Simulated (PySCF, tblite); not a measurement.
# C3H14N2SSi2: geometry, infrared bands and NMR shifts

Aim: predict the infrared bands and NMR shifts of C3H14N2SSi2 (`CC[SiH2]S[Si](C)(N)N`).

Computed with tblite 0.8.0 and PySCF 2.14.0, with density-fitted response routines of our own, on a single molecule in the gas phase. Atoms count from 0, in the outputs and in this text.

**1. The molecule as given**

22 atoms, charge 0, multiplicity 1; geometry from: force field or distance geometry start.

Bonds of the start (Å): C0–C1 1.53, C1–Si2 1.86, Si2–S3 2.13, S3–Si4 2.07, Si4–C5 1.82, Si4–N6 1.68, Si4–N7 1.67, C0–H8 1.10, C0–H9 1.08, C0–H10 1.10, C1–H11 1.09, C1–H12 1.11, Si2–H13 1.48, Si2–H14 1.50, C5–H15 1.08, C5–H16 1.10, C5–H17 1.09, N6–H18 1.02, N6–H19 1.01, N7–H20 1.01, N7–H21 1.02.

**2. Optimising the geometry with GFN2-xTB**

What the job is given:

```
{"job": {"kind": "relax", "xc": "GFN2-xTB", "basis": "xTB"}, "charge": 0, "multiplicity": 1}
C      3.160600     1.497000     0.679100
C      2.114600     0.387000     0.580300
Si     0.502500     0.725200     1.433600
S     -0.766500    -0.990400     1.383000
Si    -1.496800    -0.846400    -0.551700
C     -2.344600     0.691300    -1.027400
N     -0.308100    -1.388800    -1.608800
N     -2.468700    -2.203200    -0.690100
H      3.414800     1.720600     1.722100
H      4.066800     1.205200     0.166400
H      2.781700     2.420300     0.214500
H      1.938400     0.164600    -0.467600
H      2.550600    -0.523700     1.033400
H      0.745200     1.054700     2.853400
H     -0.209200     1.897800     0.828300
H     -2.861900     0.593400    -1.971700
H     -1.648300     1.537700    -1.129400
H     -3.094200     0.979800    -0.286200
H      0.097900    -2.229900    -1.199800
H     -0.784300    -1.717400    -2.434800
H     -2.046200    -2.936100    -0.132600
H     -3.354800    -2.019500    -0.214300
```

On the command line:

```
OMP_NUM_THREADS=1 python probes_run.py task.json out
```

One launch serves the whole session: the jobs run in the order shown.

**Question.** This job is followed by: GFN2-xTB harmonic vibrations, gas phase; GIAO PBE0/pcSseg-1 NMR shielding, non-relativistic, gas phase. What will the session give for the following? strongest single infrared mode (GFN2-xTB); zero-point energy (GFN2-xTB); 13C shifts against TMS (PBE0/pcSseg-1); 1H shifts against TMS (PBE0/pcSseg-1, means over atoms taken as alike); 29Si shifts against TMS (PBE0/pcSseg-1); 33S shifts against CS2 (PBE0/pcSseg-1); 15N shifts against NH3 (PBE0/pcSseg-1, means over atoms taken as alike).

The runs gave:

```
                                                               quantity                             value
                              strongest single infrared mode (GFN2-xTB)              603 cm⁻¹, 378 km/mol
                                           zero-point energy (GFN2-xTB)                    108.3 kcal/mol
                                 13C shifts against TMS (PBE0/pcSseg-1)               14.0, 10.1, 1.4 ppm
 1H shifts against TMS (PBE0/pcSseg-1, means over atoms taken as alike)  4.67, 1.37, 1.05, 0.73, 0.25 ppm
                                29Si shifts against TMS (PBE0/pcSseg-1)                    0.0, -28.3 ppm
                                 33S shifts against CS2 (PBE0/pcSseg-1)                          -230 ppm
15N shifts against NH3 (PBE0/pcSseg-1, means over atoms taken as alike)                          42.8 ppm
```

**Reading.** Relaxing lowered the energy by 0.966 eV in 164 steps; the close pair that moved most is S3–Si4, from 2.073 to 2.182 Å. No mode is imaginary among the 60: a minimum at this level. The strongest single mode, at 603 cm⁻¹, moves mainly H20 and H21. GFN2-xTB is a fitted tight-binding method: band positions and strengths are rough. Its intensities can rank the bands wrongly. At PBE0/pcSseg-1: The widest tensor belongs to S3: span 171 ppm, with a paramagnetic part of -330 ppm.
